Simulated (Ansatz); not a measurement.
H₂OSiZn, SMILES [O]1[SiH2][Zn]1: a ladder of basis sets, run with the Ansatz DFT code, driven from Python.

The script, `h2osizn.py`:
```python
"""Basis-set convergence for H2OSiZn."""

import warnings

import ansatz as az

XC = "b3lyp"

warnings.simplefilter("ignore", az.DeckWarning)

mol = (
    az.Crystal.molecule()
    .atom("O", (1.2364, -0.6538, 0.3789))
    .atom("Si", (-0.1022, 0.496, 0.1167))
    .atom("Zn", (-0.6561, -1.753, 0.6949))
    .atom("H", (-0.8812, 0.0276, -0.9796))
    .atom("H", (0.4529, 1.8095, -0.2523))
)

job = mol.calculation().functional(XC)

energies = {}
for basis in ["STO-3G", "6-31G", "6-31G*", "def2-SVP", "def2-SVPD", "def2-TZVP", "def2-TZVPP"]:
    report = job.basis(gaussian=basis).run(threads=1).report
    size = report["n_frozen"] + report["n_occupied"][0] + report["n_virtual"][0]
    energies[basis] = (report["reference_energy_ev"] / 27.211386246, report["free_energy_ev"] / 27.211386246)
    print(f"{basis:14s} {size:4d} orbitals  reference {energies[basis][0]:14.6f} Ha  total {energies[basis][1]:14.6f} Ha")

last = energies["def2-TZVPP"][1]
for basis, (_, total) in energies.items():
    print(f"{basis:14s} lies {27.211386 * (total - last):9.4f} eV above def2-TZVPP")
```

How far does the total energy move along this ladder of basis sets?

Against STO-3G: 6-31G -24903.3 mHa, 6-31G* -24963.6 mHa, def2-SVP -24906.1 mHa, def2-SVPD -24932.4 mHa, def2-TZVP -25373.9 mHa and def2-TZVPP -25374.6 mHa. The last step alone is -0.72 mHa (these two sets differ little on atoms other than hydrogen). From the first set to the last the time grows from 3.8 to 3.8 s.

The output:

Running `python h2osizn.py` prints:
```text
STO-3G           34 orbitals  reference   -2119.979410 Ha  total   -2119.979410 Ha
6-31G            55 orbitals  reference   -2144.882749 Ha  total   -2144.882749 Ha
6-31G*           74 orbitals  reference   -2144.943046 Ha  total   -2144.943046 Ha
def2-SVP         73 orbitals  reference   -2144.885467 Ha  total   -2144.885467 Ha
def2-SVPD        97 orbitals  reference   -2144.911842 Ha  total   -2144.911842 Ha
def2-TZVP       128 orbitals  reference   -2145.353285 Ha  total   -2145.353285 Ha
def2-TZVPP      165 orbitals  reference   -2145.354008 Ha  total   -2145.354008 Ha
STO-3G         lies  690.4780 eV above def2-TZVPP
6-31G          lies   12.8236 eV above def2-TZVPP
6-31G*         lies   11.1828 eV above def2-TZVPP
def2-SVP       lies   12.7496 eV above def2-TZVPP
def2-SVPD      lies   12.0319 eV above def2-TZVPP
def2-TZVP      lies    0.0197 eV above def2-TZVPP
def2-TZVPP     lies    0.0000 eV above def2-TZVPP
```

The settings weren't tested for convergence. The geometry is a force-field or estimated start, not a minimum of this method, and the last set is no limit. Much of the fall in a total is atomic energy, which cancels in bond and reaction energies. b3lyp holds the VWN-RPA fit, as in Gaussian; the form of ORCA and Turbomole is b3lyp5. Totals across families of basis sets mostly measure their core functions. Hardware and time: 19 s on 1 thread of Arm Neoverse V2, on a shared host, peak memory 0.34 GiB.
